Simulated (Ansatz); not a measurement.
# Cd15SnS16 (Greenockite): the cost of one run

Program: Ansatz 0.2.0. Level of theory: DFT, PBE, plane-wave PAW, default files, scalar-relativistic, as far as a step names no other. These are calculated values, not measurements.

### 1 The starting structure

Symmetry: P3m1, No. 156, trigonal system. The conventional cell has a = 8.300 Å, b = 8.300 Å, c = 13.474 Å, α = 90.00°, β = 90.00°, γ = 120.00°. Sn (site symmetry 3m) has 4 S at 2.53 to 2.54 Å as nearest neighbours. Cd (site symmetry 3m) has 4 S at 2.53 to 2.54 Å as nearest neighbours. Cd (site symmetry m) is surrounded by 4 S at 2.53 to 2.54 Å. Only part of the 16 independent sites is listed.

Structure file:

```
Sn Cd S
1.0
     8.30000    0.00000    0.00000
    -4.15000    7.18801    0.00000
     0.00000    0.00000   13.47400
Sn Cd S
1 15 16
Cartesian
  0.0000 2.3960 0.0000
  0.0000 2.3960 6.7370
  -2.0750 5.9900 0.0000
  -2.0750 5.9900 6.7370
  4.1500 2.3960 0.0000
  4.1500 2.3960 6.7370
  2.0750 5.9900 0.0000
  2.0750 5.9900 6.7370
  2.0750 1.1980 3.3685
  2.0750 1.1980 10.1055
  0.0000 4.7920 3.3685
  0.0000 4.7920 10.1055
  6.2250 1.1980 3.3685
  6.2250 1.1980 10.1055
  4.1500 4.7920 3.3685
  4.1500 4.7920 10.1055
  0.0000 2.3960 2.5264
  0.0000 2.3960 9.2634
  -2.0750 5.9900 2.5264
  -2.0750 5.9900 9.2634
  4.1500 2.3960 2.5264
  4.1500 2.3960 9.2634
  2.0750 5.9900 2.5264
  2.0750 5.9900 9.2634
  2.0750 1.1980 5.8949
  2.0750 1.1980 12.6319
  0.0000 4.7920 5.8949
  0.0000 4.7920 12.6319
  6.2250 1.1980 5.8949
  6.2250 1.1980 12.6319
  4.1500 4.7920 5.8949
  4.1500 4.7920 12.6319
```

Atom 1 of the input is the impurity.

### 2 Gradients at the starting positions

input.yaml

```yaml
crystal:
  lattice:
    - [8.3, 0.0, 0.0]
    - [-4.15, 7.1880108514, 0.0]
    - [0.0, 0.0, 13.474]
  atoms:
    - { symbol: Sn, position: [0.1666666666, 0.3333333334, 0.0] }
    - { symbol: Cd, position: [0.1666666666, 0.3333333334, 0.5] }
    - { symbol: Cd, position: [0.1666666666, 0.8333333334, 0.0] }
    - { symbol: Cd, position: [0.1666666666, 0.8333333334, 0.5] }
    - { symbol: Cd, position: [0.6666666666, 0.3333333334, 0.0] }
    - { symbol: Cd, position: [0.6666666666, 0.3333333334, 0.5] }
    - { symbol: Cd, position: [0.6666666666, 0.8333333334, 0.0] }
    - { symbol: Cd, position: [0.6666666666, 0.8333333334, 0.5] }
    - { symbol: Cd, position: [0.3333333334, 0.1666666666, 0.25] }
    - { symbol: Cd, position: [0.3333333334, 0.1666666666, 0.75] }
    - { symbol: Cd, position: [0.3333333334, 0.6666666666, 0.25] }
    - { symbol: Cd, position: [0.3333333334, 0.6666666666, 0.75] }
    - { symbol: Cd, position: [0.8333333334, 0.1666666666, 0.25] }
    - { symbol: Cd, position: [0.8333333334, 0.1666666666, 0.75] }
    - { symbol: Cd, position: [0.8333333334, 0.6666666666, 0.25] }
    - { symbol: Cd, position: [0.8333333334, 0.6666666666, 0.75] }
    - { symbol: S, position: [0.1666666666, 0.3333333334, 0.1875] }
    - { symbol: S, position: [0.1666666666, 0.3333333334, 0.6875] }
    - { symbol: S, position: [0.1666666666, 0.8333333334, 0.1875] }
    - { symbol: S, position: [0.1666666666, 0.8333333334, 0.6875] }
    - { symbol: S, position: [0.6666666666, 0.3333333334, 0.1875] }
    - { symbol: S, position: [0.6666666666, 0.3333333334, 0.6875] }
    - { symbol: S, position: [0.6666666666, 0.8333333334, 0.1875] }
    - { symbol: S, position: [0.6666666666, 0.8333333334, 0.6875] }
    - { symbol: S, position: [0.3333333334, 0.1666666666, 0.4375] }
    - { symbol: S, position: [0.3333333334, 0.1666666666, 0.9375] }
    - { symbol: S, position: [0.3333333334, 0.6666666666, 0.4375] }
    - { symbol: S, position: [0.3333333334, 0.6666666666, 0.9375] }
    - { symbol: S, position: [0.8333333334, 0.1666666666, 0.4375] }
    - { symbol: S, position: [0.8333333334, 0.1666666666, 0.9375] }
    - { symbol: S, position: [0.8333333334, 0.6666666666, 0.4375] }
    - { symbol: S, position: [0.8333333334, 0.6666666666, 0.9375] }
kpoints:
  mp_grid: { grid: [3, 3, 2] }
scf:
  occupations: { method: fermi_dirac, width: 0.01 }
hamiltonian:
  xc: pbe
  pseudopotentials: { kind: paw }
output:
  forces: true
  stress: true
  populations: true
  efg:
    quadrupole_moments_barn: { Sn: -0.132, S: -0.0694 }
    contact_densities: true
```

Command:

```bash
$ ansatz run input.yaml --threads 4 --pin off --max-ram 8192MiB --backend cpu --events-out ev --progress --plain --runs-dir out
```

Q: Estimate wall time and peak memory on 4 threads of Arm Neoverse N1, shared host.

About 2 min, with a peak of 3.9 GiB.
